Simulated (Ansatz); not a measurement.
**GeN2 (triplet): wave-function methods side by side at a displaced geometry (v2), cc-pVDZ**

The task here is to estimate one member of a computed series from the others.

Method: cc-pVDZ, core rule «outside noble gas», up to 16 orbitals frozen; program: Ansatz 0.2.0, Gaussian basis.

The runs, in order: UHF; CCSD(T) on ROHF; CCSD(T) on UHF; BCCD(T) on ROHF; CISD; CCSDT(Q) on ROHF; CCSDT(Q) on UHF.

37 further runs of the same task are left out: 13 for a known fault of the program, 10 that didn't finish, 14 set aside as unsound or not needed.

**The system**

The geometry is a PBE0/def2-TZVP stationary point (not a proven minimum) with its atoms shifted at random (size 0.100 Å). No spin-orbit coupling is included. The filled d shell of Ge may be among the frozen orbitals whatever the setting's name suggests; the logs give the count.

3 atoms, charge 0, spin multiplicity 3.

Atoms are counted from 1 here; the program's logs count them from 0.

Bond lengths: Ge1–N2 1.957 Å, N2–N3 1.127 Å. Angles: Ge1–N2–N3 171.1°.

Set-up of the first run:

File in.yaml:

```yaml
crystal:
  periodic: [false, false, false]
  atoms:
    - {symbol: Ge, position_ang: [0.084376, 0.005225, 1.674398]}
    - {symbol: N, position_ang: [-0.080498, 0.013599, -0.275309]}
    - {symbol: N, position_ang: [-0.003878, -0.018825, -1.399089]}
basis:
  gaussian: {orbitals: cc-pVDZ}
magnetization: {spin_polarized: true, initial_magnetization: 2}
hamiltonian: {xc: hf}
output: {orbitals: {seedname: orbitals}}
```

Command:

```
> ansatz run in.yaml --threads 1 --pin off --events-out ev --progress --plain --max-ram 2393MiB
```

Among the steps run: UHF; CCSD(T) on ROHF; CCSD(T) on UHF; BCCD(T) on ROHF; CISD; CCSDT(Q) on ROHF; CCSDT(Q) on UHF.

One table of the session follows, with a row left open; its other results are not shown here.

| method | from RCCSDT(Q) (kJ/mol) |
| --- | --- |
| ROHF | +1079.2 |
| UHF | +1044.3 |
| RMP2 | +80.0 |
| UMP2 | +137.7 |
| RCCSD | +52.4 |
| UCCSD | +50.0 |
| RCCSD(T) | +7.9 |
| UCCSD(T) | +8.4 |
| BCCD(T) | +7.7 |
| RCCSDT | +6.5 |
| UCCSDT | +5.5 |
| RCCSDT(Q) | 0 |
| UCCSDT(Q) | ? |

Estimate the missing values for UCCSDT(Q).

The run gave: from RCCSDT(Q) (kJ/mol): -0.4. In the column «from RCCSDT(Q) (kJ/mol)» it is the lowest.

Not comparable, so not listed: CISD (they don't share determinant, frozen orbitals or solution with the rows shown, or repeat one).

To keep in mind: Restricted and unrestricted rows rest on different reference determinants; where their highest levels disagree by more than a few hundredths of an eV, they describe different states and don't form one ladder.
